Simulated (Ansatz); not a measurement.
# CH4Cl2NOV: a ladder of functionals and wavefunction methods

An exercise on one series of results from a longer session: the logs are not shown, and one member is left open.

Computed with Ansatz 0.2.0, Gaussian basis. Level: functionals in def2-TZVPP, the program's frozen cores in correlated methods.

Levels to be run: LDA (SPW92), PBE-D4, revPBE-D4, BLYP-D4, r2SCAN-D4, B97M-V, PBE0-D4, B3LYP-D4, r2SCANh-D4, r2SCAN0-D4, HSE06-D4, BHLYP-D4, CAM-B3LYP-D4, LC-ωPBE, ωB97X-V, ωB97M-V, B2PLYP, PBE-QIDH; CCSD(T)/def2-SVP; CCSD(T)/def2-TZVPP; MP2/def2-QZVPP; extrapolation to the limit; RPA on PBE.

1 further run of the same task is left out (it didn't finish).

## The relaxed structure

All runs share one geometry, relaxed beforehand with PBE0-D4 in a triple-zeta def2 set.

SMILES `C[N]=[V]([OH])([Cl])[Cl]`, 10 atoms, charge 0, spin multiplicity 1.

Atoms are counted from 1 here; the program's logs count them from 0.

Bond lengths: C1–N2 1.411 Å, C1–H7 1.095 Å, C1–H8 1.095 Å, C1–H9 1.095 Å, N2–V3 1.593 Å, V3–O4 1.750 Å, V3–Cl5 2.165 Å, V3–Cl6 2.165 Å, O4–H10 0.960 Å. Angles: N2–C1–H7 110.6°, N2–C1–H8 109.9°, N2–C1–H9 109.9°, H7–C1–H8 108.8°, H7–C1–H9 108.8°, H8–C1–H9 108.8°, C1–N2–V3 173.8°, N2–V3–O4 108.4°, N2–V3–Cl5 106.1°, N2–V3–Cl6 106.1°, O4–V3–Cl5 111.7°, O4–V3–Cl6 111.7°, Cl5–V3–Cl6 112.4°, V3–O4–H10 124.3°.

Geometry (Å):

```xyz
10
charge 0, multiplicity 1
C    -1.40680   -0.92978   -0.32245
N    -0.29084   -0.10953   -0.05306
V     0.85877    0.94808    0.26080
O     2.39087    0.10337    0.30096
Cl    0.78806    2.40357   -1.34016
Cl    0.36971    1.81135    2.18487
H    -1.09602   -1.97124   -0.45493
H    -2.11787   -0.87598    0.50862
H    -1.90616   -0.59085   -1.23622
H     2.49338   -0.84020    0.15468
```

Set-up of the first run:

in.yaml

```yaml
crystal:
  periodic: [false, false, false]
  atoms:
    - {symbol: C, position_ang: [-1.406801, -0.929776, -0.322455]}
    - {symbol: N, position_ang: [-0.290842, -0.109526, -0.053056]}
    - {symbol: V, position_ang: [0.858768, 0.948081, 0.260802]}
    - {symbol: O, position_ang: [2.390872, 0.103373, 0.300964]}
    - {symbol: Cl, position_ang: [0.788061, 2.403570, -1.340161]}
    - {symbol: Cl, position_ang: [0.369708, 1.811353, 2.184869]}
    - {symbol: H, position_ang: [-1.096019, -1.971238, -0.454934]}
    - {symbol: H, position_ang: [-2.117868, -0.875983, 0.508616]}
    - {symbol: H, position_ang: [-1.906155, -0.590850, -1.236223]}
    - {symbol: H, position_ang: [2.493376, -0.840203, 0.154681]}
basis:
  gaussian: {orbitals: def2-TZVPP}
hamiltonian: {xc: lda}
output: {orbitals: {seedname: orbitals}}
```

Among the steps run: LDA; PBE-D4 (GGA); revPBE-D4 (GGA); BLYP-D4 (GGA); r2SCAN-D4 (meta-GGA); B97M-V (meta-GGA); PBE0-D4 (hybrid); B3LYP-D4 (hybrid); r2SCANh-D4 (hybrid); r2SCAN0-D4 (hybrid); HSE06-D4 (hybrid); BHLYP-D4 (hybrid); CAM-B3LYP-D4 (range-separated); LC-ωPBE (range-separated); ωB97X-V (range-separated); ωB97M-V (range-separated); B2PLYP (double hybrid); PBE-QIDH (double hybrid).

One of the session's tables, all rows but one given; the rest of the session is left out.

It belongs to the step «Frontier levels by functional». 

```
  functional  HOMO (eV)  LUMO (eV)  gap (eV)
 LDA (SPW92)      -6.89      -3.93      2.97
      PBE-D4      -6.75      -3.71      3.04
   revPBE-D4          ?          ?         ?
     BLYP-D4      -6.61      -3.61      3.00
   r2SCAN-D4      -7.06      -3.74      3.32
      B97M-V      -7.14      -3.76      3.38
     PBE0-D4      -8.10      -2.88      5.22
    B3LYP-D4      -7.85      -3.12      4.73
  r2SCANh-D4      -7.56      -3.41      4.15
  r2SCAN0-D4      -8.31      -2.88      5.43
    HSE06-D4      -7.70      -3.26      4.44
    BHLYP-D4      -9.32      -1.84      7.48
CAM-B3LYP-D4      -9.44      -1.82      7.62
     LC-ωPBE     -10.82      -0.75     10.07
     ωB97X-V     -10.45      -0.76      9.70
     ωB97M-V     -10.32      -0.73      9.58
```

**Question.** Estimate the row for revPBE-D4.

As computed: HOMO (eV): -6.70; LUMO (eV): -3.63; gap (eV): 3.06. In the column «HOMO (eV)» it lies between PBE-D4 (-6.75) and BLYP-D4 (-6.61).
